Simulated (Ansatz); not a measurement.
# VClO: the cost of one run

Method: DFT PBEsol without U, plane waves, PAW, in Ansatz 0.2.0.

**1. The starting structure**

The structure is orthorhombic, space group Pmmn (No. 59). Conventional cell: a = 3.300 Å, b = 3.780 Å, c = 7.910 Å, α = 90.00°, β = 90.00°, γ = 90.00°. Around V (site symmetry mm2) lie 4 O at 1.97 to 2.08 Å and 2 Cl at 2.36 Å. Cl (site symmetry mm2) is surrounded by 2 V at 2.36 Å. Around O (site symmetry mm2) lie 4 V at 1.97 to 2.08 Å.

As a file:

```cif
data_structure
_symmetry_space_group_name_H-M 'Pmmn:1'
_symmetry_Int_Tables_number 59
_cell_length_a 3.3000
_cell_length_b 3.7800
_cell_length_c 7.9100
_cell_angle_alpha 90.000
_cell_angle_beta 90.000
_cell_angle_gamma 90.000
_cell_volume 98.67
loop_
_atom_site_label
_atom_site_type_symbol
_atom_site_symmetry_multiplicity
_atom_site_Wyckoff_symbol
_atom_site_fract_x
_atom_site_fract_y
_atom_site_fract_z
_atom_site_occupancy
V1 V 2 b 0.00000 0.50000 0.11480 1
Cl1 Cl 2 a 0.50000 0.50000 0.32790 1
O1 O 2 a 0.50000 0.50000 0.95420 1
```

Magnetic order typed: ferromagnetic.

An earlier series on this cell reached its lowest free state from «random orbitals: single harmonics, first filling», perhaps among other starts.

**2. Random orbitals: single harmonics, second filling**

Contents of input.yaml:

```yaml
crystal:
  lattice:
    - [3.29999955, 0.0, 0.0]
    - [0.0, 3.77999949, 0.0]
    - [0.0, 0.0, 7.90999893]
  atoms:
    - { symbol: V, position: [0.0, 0.5, 0.1148], spin: 0.3 }
    - { symbol: V, position: [0.5, 0.0, 0.8852], spin: 0.3 }
    - { symbol: Cl, position: [0.5, 0.5, 0.3279] }
    - { symbol: Cl, position: [0.0, 0.0, 0.6721] }
    - { symbol: O, position: [0.5, 0.5, 0.9542] }
    - { symbol: O, position: [0.0, 0.0, 0.0458] }
basis:
  ecutwfc: 420
  ecutrho_ratio: 4
kpoints:
  mp_grid: { grid: [6, 5, 3] }
hamiltonian:
  xc: pbesol
  hubbard:
    sites:
      - { site: 0, l: d, u_eff: 0.0, starting_ns: [{ spin: up, occupation_matrix: s0up }, { spin: down, occupation_matrix: s0down }] }
      - { site: 1, l: d, u_eff: 0.0, starting_ns: [{ spin: up, occupation_matrix: s1up }, { spin: down, occupation_matrix: s1down }] }
    occupation_matrices:
      s0up:
        matrix:
          - [0.02, 0.0, 0.0, 0.0, 0.0]
          - [0.0, 0.02, 0.0, 0.0, 0.0]
          - [0.0, 0.0, 0.02, 0.0, 0.0]
          - [0.0, 0.0, 0.0, 0.02, 0.0]
          - [0.0, 0.0, 0.0, 0.0, 0.97]
      s0down:
        matrix:
          - [0.02, 0.0, 0.0, 0.0, 0.0]
          - [0.0, 0.02, 0.0, 0.0, 0.0]
          - [0.0, 0.0, 0.02, 0.0, 0.0]
          - [0.0, 0.0, 0.0, 0.97, 0.0]
          - [0.0, 0.0, 0.0, 0.0, 0.02]
      s1up:
        matrix:
          - [0.97, 0.0, 0.0, 0.0, 0.0]
          - [0.0, 0.02, 0.0, 0.0, 0.0]
          - [0.0, 0.0, 0.02, 0.0, 0.0]
          - [0.0, 0.0, 0.0, 0.02, 0.0]
          - [0.0, 0.0, 0.0, 0.0, 0.02]
      s1down:
        matrix:
          - [0.02, 0.0, 0.0, 0.0, 0.0]
          - [0.0, 0.02, 0.0, 0.0, 0.0]
          - [0.0, 0.0, 0.02, 0.0, 0.0]
          - [0.0, 0.0, 0.0, 0.97, 0.0]
          - [0.0, 0.0, 0.0, 0.0, 0.02]
    ns_hold: { iters: 12 }
scf:
  occupations: { method: gaussian, width: 0.05 }
  lower_state_search: "off"
  max_iter: 150
output:
  forces: true
  stress: true
  eigenvalues: true
  populations: true
  hubbard: { sites: [{ site: 0, l: d }, { site: 1, l: d }] }
magnetization:
  spin_polarized: true
```

The typed matrices put 0.97 on the chosen orbitals and 0.02 on the others, and are held for 12 cycles.

The run is started by

```bash
$ ansatz run input.yaml --threads 4 --pin off --max-ram 6144MiB --backend cpu --events-out ev --progress --plain --runs-dir out
```

What time and memory should one allow on 4 threads of Arm Neoverse V1, shared host?

About 39 s, with a peak of 0.5 GiB.
